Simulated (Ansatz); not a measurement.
**CH7BSi (SMILES CB[SiH3]): PBE/6-311+G(d,p)**

Aim: the electronic atomisation energy of CH7BSi at PBE/6-311+G**, from 5 runs. 

Program for the calculation: Ansatz 0.2.0.

65 further runs of the same task are left out: 65 set aside as unsound or not needed.

## 1. Starting point

CH7BSi: 10 atoms, total charge 0, spin state singlet. SMILES: `CB[SiH3]`. The shape is that of a PBE0-D4/def2-TZVP optimisation.

Bond lengths: C1–B2 1.550 Å, B2–Si3 2.018 Å, C1–H4 1.106 Å, C1–H5 1.092 Å, C1–H6 1.091 Å, B2–H7 1.201 Å, Si3–H8 1.491 Å, Si3–H9 1.491 Å, Si3–H10 1.494 Å. Some angles: C1–B2–Si3 124.4°, C1–B2–H7 118.6°, Si3–B2–H7 117.0°, B2–C1–H4 102.7°, B2–C1–H5 114.9°, B2–C1–H6 116.1°, B2–Si3–H8 111.7°, B2–Si3–H9 114.0°, B2–Si3–H10 107.9°, H4–C1–H5 105.3°.

## 2. The energy at PBE/6-311+G(d,p)

in.yaml

```yaml
basis:
  gaussian:
    orbitals: 6-311+G_st__st_-spherical.json
crystal:
  periodic: [false, false, false]
  atoms:
    - {symbol: C, position_ang: [-1.087900, 0.975000, -0.576900]}
    - {symbol: B, position_ang: [0.112000, 0.000300, -0.689900]}
    - {symbol: Si, position_ang: [1.014100, -0.883100, 0.884800]}
    - {symbol: H, position_ang: [-1.958400, 0.307500, -0.716200]}
    - {symbol: H, position_ang: [-1.157900, 1.712200, -1.380000]}
    - {symbol: H, position_ang: [-1.228600, 1.454100, 0.393400]}
    - {symbol: H, position_ang: [0.516800, -0.288200, -1.783700]}
    - {symbol: H, position_ang: [1.154200, -2.354100, 0.685500]}
    - {symbol: H, position_ang: [0.324900, -0.654200, 2.186700]}
    - {symbol: H, position_ang: [2.393700, -0.320800, 0.999300]}
hamiltonian:
  xc: {name: PBE}
accuracy: high
output: {orbitals: {seedname: orbitals}}
```

The basis set 6-311+G** is read from a file made from the Basis Set Exchange's data (not shown).

The run is started by

```console
$ ansatz run in.yaml --threads 1 --pin off --max-ram 3480MiB --events-out events.jsonl --progress --plain --runs-dir runs
```

Standard output:

```text
Warning: RAYON_NUM_THREADS=1 ignored (pool sized by the plan → 1); use --threads N
Functional definition: PBE
  name "PBE"
  parameter kappa = 0.804
  parameter beta = 0.06672455060314922
  exchange = pbe_x(kappa = kappa, mu = beta*pi^2/3)
  correlation = pbe_c(beta = beta)
2301 factors; integrals over basis functions are off by at most 4.2e-9 eV
mean field evaluation 1: about -9688.0029 eV, gradient 6.2e1 eV
mean field evaluation 2: about -9675.0706 eV, gradient 8.5e1 eV
mean field evaluation 4: about -9697.6079 eV, gradient 4.4e0 eV
mean field evaluation 8: about -9697.6696 eV, gradient 5.7e-2 eV
mean field evaluation 16: about -9697.6696 eV, gradient 1.0e-5 eV
mean field -9697.66957132 eV, -356.3827834296 hartree, gradient 4.5e-8 eV, S^2 0.000000; 0 other end points of the search recorded, 0 dependent functions left out
reference -9697.66957838 eV, -356.3827836889 hartree; 16, 16 occupied and 100, 100 virtual orbitals, 2301 factors
Total energy: -9697.66957838 eV, -356.3827836889 hartree
```

It took 8.1 s on 1 thread of Arm Neoverse V2, shared host; peak memory 0.32 GiB.

## 3. The B atom at the same level

molecule.yaml

```yaml
crystal:
  periodic: [false, false, false]
  atoms:
    - {symbol: B, position_ang: [0.000000, 0.000000, 0.000000]}
basis:
  gaussian: {orbitals: 6-311+G_st__st_.json}
total_charge: 0
magnetization: {spin_polarized: true, initial_magnetization: 1}
hamiltonian: {xc: {name: PBE}}
accuracy: high
```

The basis set 6-311+G** is read from a file made from the Basis Set Exchange's data (not shown).

Run the same way, it converges to -24.60857 Eh (log not shown).

## 4. The C atom at the same level

run.yaml

```yaml
crystal:
  periodic: [false, false, false]
  atoms:
    - {symbol: C, position_ang: [0.000000, 0.000000, 0.000000]}
basis:
  gaussian:
    orbitals: 6-311+G_st__st_.json
magnetization:
  spin_polarized: true
  initial_magnetization: 2
accuracy: high
hamiltonian:
  xc: pbe
```

The basis set 6-311+G** is read from a file made from the Basis Set Exchange's data (not shown).

Run the same way, it converges to -37.79375 Eh (log not shown).

## 5. The H atom, same level

run.yaml

```yaml
crystal:
  periodic: [false, false, false]
  atoms:
    - {symbol: H, position_ang: [0.000000, 0.000000, 0.000000]}
basis:
  gaussian: {orbitals: 6-311+G_st__st_.json}
magnetization: {spin_polarized: true, initial_magnetization: 1}
accuracy: high
hamiltonian: {xc: {name: PBE}}
```

The basis set 6-311+G** is read from a file made from the Basis Set Exchange's data (not shown).

The run is started by

```console
$ ansatz run run.yaml --threads 1 --pin off --max-ram 3480MiB --events-out events.jsonl --progress --plain --runs-dir runs
```

Standard output:

```text
Warning: RAYON_NUM_THREADS=1 ignored (pool sized by the plan → 1); use --threads N
Functional definition: PBE
  name "PBE"
  parameter kappa = 0.804
  parameter beta = 0.06672455060314922
  exchange = pbe_x(kappa = kappa, mu = beta*pi^2/3)
  correlation = pbe_c(beta = beta)
21 factors; integrals over basis functions are off by at most 2.5e-9 eV
mean field evaluation 1: about -13.5915 eV, gradient 5.6e-1 eV
mean field evaluation 2: about -13.5958 eV, gradient 8.7e-2 eV
mean field evaluation 4: about -13.5953 eV, gradient 2.5e-3 eV
mean field evaluation 8: about -13.5953 eV, gradient 8.9e-7 eV
mean field -13.59531715 eV, -0.4996186900 hartree, gradient 3.8e-9 eV, S^2 0.750000; 0 other end points of the search recorded, 0 dependent functions left out
reference -13.59531956 eV, -0.4996187786 hartree; 1, 0 occupied and 5, 6 virtual orbitals, 21 factors
Total energy: -13.59531956 eV, -0.4996187786 hartree
```

Wall time 0.1 s (1 thread of Arm Neoverse V2, shared host).

## 6. The Si atom, same level

input.yaml

```yaml
crystal:
  periodic: [false, false, false]
  atoms:
    - {symbol: Si, position_ang: [0.000000, 0.000000, 0.000000]}
basis:
  gaussian: {orbitals: 6-311+G_st__st_-spherical.json}
magnetization: {spin_polarized: true, initial_magnetization: 2}
hamiltonian: {xc: pbe}
accuracy: high
```

The basis set 6-311+G** is read from a file made from the Basis Set Exchange's data (not shown).

Run the same way, it converges to -289.22484 Eh (log not shown).

## 7. What came out

At PBE/6-311+G**:

| quantity | value |
| --- | --- |
| molecule: total energy | -356.38278 Eh |
| molecule: HOMO energy | -6.72 eV |
| molecule: LUMO energy | -2.78 eV |
| molecule: HOMO–LUMO gap | 3.94 eV |
| B atom: total energy | -24.60857 Eh |
| B atom: ⟨S²⟩ | 0.752 |
| C atom: total energy | -37.79375 Eh |
| C atom: ⟨S²⟩ | 2.002 |
| H atom: total energy | -0.49962 Eh |
| H atom: ⟨S²⟩ | 0.750 |
| Si atom: total energy | -289.22484 Eh |
| Si atom: ⟨S²⟩ | 2.002 |
| electronic atomisation energy | 34.240 eV |

Taking the molecule apart into free atoms costs 34.24 eV (790 kcal/mol), before zero-point energy and without spin-orbit coupling.
